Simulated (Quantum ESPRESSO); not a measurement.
Wanted: the native input for a Quantum ESPRESSO 7.5 run.

```
Task                       : single point
Functional                 : PBE
Potentials or basis        : PseudoDojo 0.4.1 SR PBE standard
Cutoff                     : 1143 eV
Density cutoff             : 4572 eV
k mesh                     : 1 × 1 × 1
Occupations                : fermi-dirac, width 0.05 eV
Spin                       : no spin polarisation
Boundary across the vacuum : none
Mixing beta                : 0.5
Most SCF iterations        : 120
SCF threshold              : 1.4e-09 Ry
```

C2GeFH3, in a box:

```
C Ge F H
1.0
    14.00000    0.00000    0.00000
     0.00000   13.00000    0.00000
     0.00000    0.00000   12.00000
C Ge F H
2 1 1 3
Cartesian
  8.3458 5.5421 6.9881
  7.4014 6.1974 6.5025
  5.9982 7.1859 5.8619
  4.8582 6.0430 5.1866
  9.1770 5.0052 7.3813
  5.2540 7.9372 6.9744
  6.4297 7.9389 4.6854
```

The cell isn't the ideal one: atoms moved at random, drawn with an rms of 0.05 Å.

The input as run:

pw.in

```
&CONTROL
  calculation = 'scf'
  prefix = 'pwscf'
  outdir = './tmp'
  pseudo_dir = './pseudo'
  tprnfor = .true.
  disk_io = 'nowf'
/
&SYSTEM
  ibrav = 0
  nat = 7
  ntyp = 4
  ecutwfc = 84
  nbnd = 24
  occupations = 'smearing'
  smearing = 'fd'
  degauss = 0.00367493
/
&ELECTRONS
  conv_thr = 1.4d-09
  electron_maxstep = 120
  mixing_beta = 0.5
/
ATOMIC_SPECIES
C     12.0110 C.upf
Ge    72.6300 Ge.upf
F     18.9984 F.upf
H      1.0080 H.upf
CELL_PARAMETERS angstrom
  14.0000000000    0.0000000000    0.0000000000
   0.0000000000   13.0000000000    0.0000000000
   0.0000000000    0.0000000000   12.0000000000
ATOMIC_POSITIONS crystal
C      0.5961260000    0.4263150000    0.5823440000
C      0.5286690000    0.4767210000    0.5418750000
Ge     0.4284460000    0.5527640000    0.4884950000
F      0.3470170000    0.4648430000    0.4322180000
H      0.6554990000    0.3850160000    0.6151080000
H      0.3752830000    0.6105570000    0.5811990000
H      0.4592610000    0.6106840000    0.3904490000
K_POINTS gamma
```

Potentials or basis: PseudoDojo 0.4.1 SR PBE standard.

Run with:

```console
$ OMP_NUM_THREADS=1 pw.x -in pw.in > pw.out
```

It gave:

```yaml
Largest_force: 4.372 eV/Å
Gap_between_the_frontier_levels: 5.21 eV
```

Caveat: this is a molecule in a periodic box, so the gap is that between its Kohn-Sham HOMO and LUMO and the box isn't a crystal.

Run time: 3.5 min on 1 thread of Intel(R) Xeon(R) Processor @ 2.50GHz (Skylake/Cascade Lake), on a shared host, peak memory 1.1 GiB.
